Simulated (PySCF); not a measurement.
The system is Cl2GaBr, in a box.

```
Cl Ga Br
1.0
    12.00000    0.00000    0.00000
     0.00000   13.00000    0.00000
     0.00000    0.00000   12.00000
Cl Ga Br
2 1 1
Cartesian
  7.0930 7.0121 7.4341
  5.3970 4.6621 5.2180
  5.8228 6.6554 5.7815
  4.9330 8.3799 4.6340
```

Base run:

* Program: PySCF 2.14.0
* Functional: TASK
* Potentials or basis: 6-31g* (all-electron)
* k mesh: 1 × 1 × 1
* Occupations: fixed
* Spin: no spin polarisation

Its results: gap between the frontier levels 6.04 eV.

Question: The run is repeated on the same cell with these changes: functional from TASK to HCTH407. What comes out?

Answer: Gap between the frontier levels 4.63 eV.

Caveats: this is a molecule in a periodic box at the Γ point, so its band gap is the HOMO-LUMO gap; relativity is left out, which matters for the heavier elements; the basis of atomic orbitals isn't converged, which shifts pressures, moduli and gaps.

